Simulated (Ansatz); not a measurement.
# CH3FSSi: the cost of one run

All numbers below are computed with Ansatz 0.2.0 (RKS PBE/STO-3G).

**1. The system as given**

Bond lengths: F1–C2 1.373 Å, C2–Si3 1.764 Å, Si3–S4 2.143 Å, C2–H5 1.082 Å, Si3–H6 1.443 Å, S4–H7 1.324 Å. Angles: F1–C2–Si3 120.3°, F1–C2–H5 110.4°, Si3–C2–H5 125.8°, C2–Si3–S4 116.8°, C2–Si3–H6 135.3°, S4–Si3–H6 106.7°, Si3–S4–H7 96.5°.

Structure file:

```xyz
7

F     0.5829   -2.1038    1.0470
C     0.0135   -1.1583    0.2305
Si    0.3367    0.5558    0.4933
S    -0.5912    1.9330   -0.8608
H    -0.3080   -1.6072   -0.7005
H     0.8935    1.3416    1.5673
H    -0.9274    1.0388   -1.7768
```

**2. Relaxing end A**

File input.yaml:

```yaml
crystal:
  periodic: [false, false, false]
  atoms:
    - { symbol: F, position_ang: [0.5829, -2.10383, 1.04696] }
    - { symbol: C, position_ang: [0.01351, -1.15825, 0.23051] }
    - { symbol: Si, position_ang: [0.33674, 0.55579, 0.49332] }
    - { symbol: S, position_ang: [-0.59123, 1.93305, -0.8608] }
    - { symbol: H, position_ang: [-0.30799, -1.60722, -0.70046] }
    - { symbol: H, position_ang: [0.89352, 1.34161, 1.56726] }
    - { symbol: H, position_ang: [-0.92745, 1.03884, -1.77679] }
basis:
  gaussian: { orbitals: STO-3G }
hamiltonian:
  xc: pbe
relax:
  f_tol: 0.02
  max_steps: 50
```

Launch:

```bash
ansatz run input.yaml --threads 1 --pin off --max-ram 2048MiB --backend cpu --events-out ev --progress --plain --runs-dir out
```

What time and memory should one allow on 1 thread of an Arm CPU, shared host?

About 20 s, with a peak of 0.13 GiB.
